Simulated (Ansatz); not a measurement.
# RuH+ (triplet): the correlation ladder, def2-TZVPP

An exercise on one series of results from a longer session: the logs are not shown, and one member is left open.

Computed with Ansatz 0.2.0, Gaussian basis. Level: def2-TZVPP, core rule «outside noble gas», up to 4 orbitals frozen.

To be run: UHF; CCSD(T) on ROHF; CCSD(T) on UHF; CCSDT(Q) on ROHF; CCSDT(Q) on UHF.

8 further runs of the same task are left out: 3 for a known fault of the program, 5 set aside as unsound or not needed.

**What is computed**

The geometry is a PBE0/def2-TZVP stationary point (not a proven minimum) of the parent state, kept for this charge and spin. No spin-orbit coupling is included. Elements past krypton take def2 core potentials.

2 atoms, charge 1, spin multiplicity 3.

Atoms are counted from 1 here; the program's logs count them from 0.

Bond lengths: Ru1–H2 1.582 Å.

The first run:

in.yaml

```yaml
crystal:
  periodic: [false, false, false]
  atoms:
    - {symbol: Ru, position_ang: [0.000000, 0.000000, 0.000000]}
    - {symbol: H, position_ang: [0.000000, 0.000000, 1.581600]}
basis:
  gaussian: {orbitals: def2-TZVPP}
total_charge: 1
magnetization: {spin_polarized: true, initial_magnetization: 2}
hamiltonian: {xc: hf}
output: {orbitals: {seedname: orbitals}}
```

On the command line:

```sh
$ ansatz run in.yaml --threads 1 --pin off --events-out ev --progress --plain --max-ram 4096MiB --backend cpu
```

Steps of the session up to this table: UHF; CCSD(T) on ROHF; CCSD(T) on UHF; CCSDT(Q) on ROHF; CCSDT(Q) on UHF.

One table of the session follows, with a row left open; its other results are not shown here.

```
   method  from RCCSDT(Q) (meV)
     ROHF               +6267.9
      UHF               +5814.1
     RMP2                +671.8
     UMP2                +668.7
    RCCSD                     ?
    UCCSD                +189.8
 RCCSD(T)                 +35.5
 UCCSD(T)                 -40.3
   RCCSDT                 +12.4
   UCCSDT                 -77.1
RCCSDT(Q)                     0
UCCSDT(Q)                 -89.7
```

Q: Estimate the row for RCCSD from the others.

**Answer.** from RCCSDT(Q) (meV): +280.7. In the column «from RCCSDT(Q) (meV)» it lies between UCCSD (+189.8) and UMP2 (+668.7).

Caveats from the session: Warnings: spin contamination; large T1 diagnostic. Restricted and unrestricted rows rest on different reference determinants; where their highest levels disagree by more than a few hundredths of an eV, they describe different states and don't form one ladder.
